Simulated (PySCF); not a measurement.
**Au2F2: other functionals and bases at one geometry**

One table from this session's results is given with a row withheld; the runs are named, their logs left out.

Method: several levels, as the steps say, no spin–orbit coupling; program: PySCF 2.14.0.

4 further runs of the same task are left out: 1 for a known fault of the program, 2 that didn't finish, 1 set aside as unsound or not needed.

### Starting geometry

4 atoms, charge 0, spin multiplicity 1.

Bond lengths: Au1–F3 2.218 Å, Au1–F4 2.218 Å, Au2–F3 2.218 Å, Au2–F4 2.218 Å. Angles: F3–Au1–F4 92.7°, F3–Au2–F4 92.7°, Au1–F3–Au2 87.3°, Au1–F4–Au2 87.3°.

As a file:

```mol
Au2F2
  3D, bonds by distance, orders not assigned

  4  4  0  0  0  0  0  0  0  0999 V2000
    0.0000    0.0000    1.5309 Au  0  0
   -0.0000   -0.0000   -1.5309 Au  0  0
    1.6047   -0.0000   -0.0000 F   0  0
   -1.6047    0.0000    0.0000 F   0  0
  1  3  8  0
  1  4  8  0
  2  3  8  0
  2  4  8  0
M  END
```

Formal oxidation states: Au +1. An earlier session relaxed this geometry at TPSS, Au def2-SVP with ECP60, F def2-SVP (singlet, point group D2h).

At TPSS on the finer grid: E = -470.869480 Eh, HOMO -5.74 eV, LUMO -4.66 eV, Mulliken charge on Au1 +0.37 e, largest force component 0.109 eV/Å. 

Levels to run: PBE0; r2SCAN; B3LYP; HF; TPSS, TZVP; TPSS, x2c-SVP. Hardware: 2 threads of Intel Xeon Platinum 8375C at 2.90GHz (Ice Lake), shared host.

The first run:

run.py (the lines that set the calculation) reads:

```python
mol = gto.M(atom='''
Au     0.00000     0.00000     1.53094
Au     0.00000     0.00000    -1.53094
F      1.60466     0.00000     0.00000
F     -1.60466     0.00000     0.00000''',
    basis={'Au': 'def2-SVP', 'F': 'def2-SVP'},
    ecp={'Au': 'def2-SVP'},
    charge=0, spin=0)
mf = dft.RKS(mol, xc='PBE0')
mf.grids.atom_grid = (75, 302)
mf = mf.density_fit()  # fitting sets: Au def2-universal-JKFIT, F def2-universal-JKFIT
mf.conv_tol = 1e-08; mf.max_cycle = 55
mf.kernel(dm0)  # dm0: the density of the relaxed state
```

On the command line:

```sh
OMP_NUM_THREADS=2 python run.py
```

Steps of the session up to this table: PBE0; r2SCAN; B3LYP; HF; TPSS, TZVP; TPSS, x2c-SVP.

One table of the session follows, with a row left open; its other results are not shown here.

| level | HOMO (eV) | gap (eV) | charge on Au1 (e) | largest force component (eV/Å) |
| --- | --- | --- | --- | --- |
| TPSS (relaxed here) | -5.74 | 1.08 | 0.37 | 0.11 |
| PBE0 | -7.15 | 3.35 | 0.45 | 0.10 |
| r2SCAN | -5.96 | 1.32 | 0.41 | 0.14 |
| B3LYP | -6.95 | 2.79 | 0.42 | 0.22 |
| HF | -10.77 | 10.55 | 0.66 | 0.70 |
| TPSS, TZVP | ? | ? | ? | ? |
| TPSS, x2c-SVP | -5.92 | 1.13 | 0.30 | 0.18 |

**Question.** Estimate the row for TPSS, TZVP.

**Answer.** HOMO (eV): -5.93; gap (eV): 1.15; charge on Au1 (e): 0.53; largest force component (eV/Å): 0.21. In the column «HOMO (eV)» it lies between r2SCAN (-5.96) and TPSS, x2c-SVP (-5.92).

In one basis the HOMO–LUMO gap runs from 1.08 eV (TPSS) to 10.55 eV (HF). The largest leftover force, 0.70 eV/Å with HF, stands at a geometry relaxed at another level. Total energies of different levels can't be compared.
